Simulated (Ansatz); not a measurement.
Al₂Cu, space group I4/mmm, a single point from an input typed as a dict

Program: the Ansatz DFT code, driven from Python.

At the Python prompt:
```pycon
>>> import warnings
>>> import ansatz as az
>>> import numpy as np
>>> import pandas as pd
>>> warnings.simplefilter("ignore", az.DeckWarning)
>>> inputs = {
...     "crystal": {
...         "lattice": [
...             [-2.030338, 2.030338, 2.851094],
...             [2.030338, -2.030338, 2.851094],
...             [2.030338, 2.030338, -2.851094],
...         ],
...         "atoms": [
...             {"symbol": "Al", "position": [0.75, 0.25, 0.5]},
...             {"symbol": "Al", "position": [0.25, 0.75, 0.5]},
...             {"symbol": "Cu", "position": [0.5, 0.5, 0.0]},
...         ],
...     },
...     "kpoints": {"mp_grid": {"kspacing": 0.3}},
...     "hamiltonian": {"xc": "lda"},
...     "scf": {"occupations": {"method": "gaussian", "width": 0.1}},
...     "basis": {"ecutwfc": "35 Ry"},
...     "output": {"forces": True, "stress": True},
... }
>>> result = az.Session.from_dict(inputs).plan().execute()

>>> report = result.report
>>> type(result).__name__, type(report).__name__
('RunOutcome', 'dict')
>>> report["converged"], report["free_energy_ev"]
(True, -7582.109782822117)
>>> result.lattice.cell_ang
array([[-2.030338,  2.030338,  2.851094],
       [ 2.030338, -2.030338,  2.851094],
       [ 2.030338,  2.030338, -2.851094]])
>>> print("%-22s %14.5f eV" % ("F = E - TS", report["free_energy_ev"]))
F = E - TS                -7582.10978 eV
>>> print("%-22s %14.5f eV" % ("E", report["internal_energy_ev"]))
E                         -7582.10594 eV
>>> print("%-22s %14.5f eV" % ("Harris-Foulkes", report["harris_foulkes_ev"]))
Harris-Foulkes            -7582.10978 eV
>>> print("%-22s %14.5f eV" % ("Fermi level", report["fermi_energy_ev"]))
Fermi level                   9.21393 eV
>>> # forces, one row an atom
>>> table = pd.DataFrame(report["forces_ev_ang"], columns=["fx", "fy", "fz"])
>>> table.insert(0, "atom", [site["symbol"] for site in report["lattice"]["sites"]])
>>> table.round(4)
  atom   fx   fy   fz
0   Al  0.0  0.0  0.0
1   Al  0.0  0.0  0.0
2   Cu -0.0  0.0  0.0
>>> # the stress is positive in compression
>>> stress = np.array(report["stress_gpa"])
>>> print(f"pressure {np.trace(stress) / 3:.3f} GPa")
pressure -3.345 GPa
>>> print("stress tensor, GPa, positive in compression")
stress tensor, GPa, positive in compression
>>> np.round(stress, 3) + 0.0
array([[-3.596,  0.   ,  0.   ],
       [ 0.   , -3.596,  0.   ],
       [ 0.   ,  0.   , -2.844]])
>>> terms = report["components"]
>>> {name: round(terms[name], 3) for name in ("e_kinetic", "e_hartree", "e_xc", "e_local", "e_nonlocal")}
{'e_kinetic': 347.313, 'e_hartree': 2632.305, 'e_xc': -169.396, 'e_local': -5889.284, 'e_nonlocal': 407.565}
>>> used = report["setup"]
>>> print("cutoffs (eV):", used["ecut_ev"], used["ecutrho_ev"], " FFT grid:", used["fft_dense"])
cutoffs (eV): 476.19925930478996 1904.7970372191598  FFT grid: [30, 30, 30]
>>> print("cell volume {:.3f} A^3, {} symmetry operations".format(used["cell_volume_ang3"], used["n_sym_ops"]))
cell volume 47.012 A^3, 16 symmetry operations
```

Absolute energies stand on the zero of these potentials, so only differences at equal settings mean something. A total without «per atom» is that of the cell as typed. No spin polarisation was allowed. The energy terms are those on the plane-wave grid, with the one-centre PAW part apart; the terms shown are only some of the summands, so they needn't add up to F. Only differences from the Fermi energy are physical; the zero of the scale is a convention. Within a few hundredths of an angstrom the cell has the higher group Fm-3m; the lower one is a small distortion. The structure comes from a database of computed cells and needn't be a stable or known phase. It ran for 3 s on 1 thread of Arm Neoverse V1, with other jobs on the host, peak memory 0.42 GiB.

(Lines on the test bed's own set-up are left out of the output.)
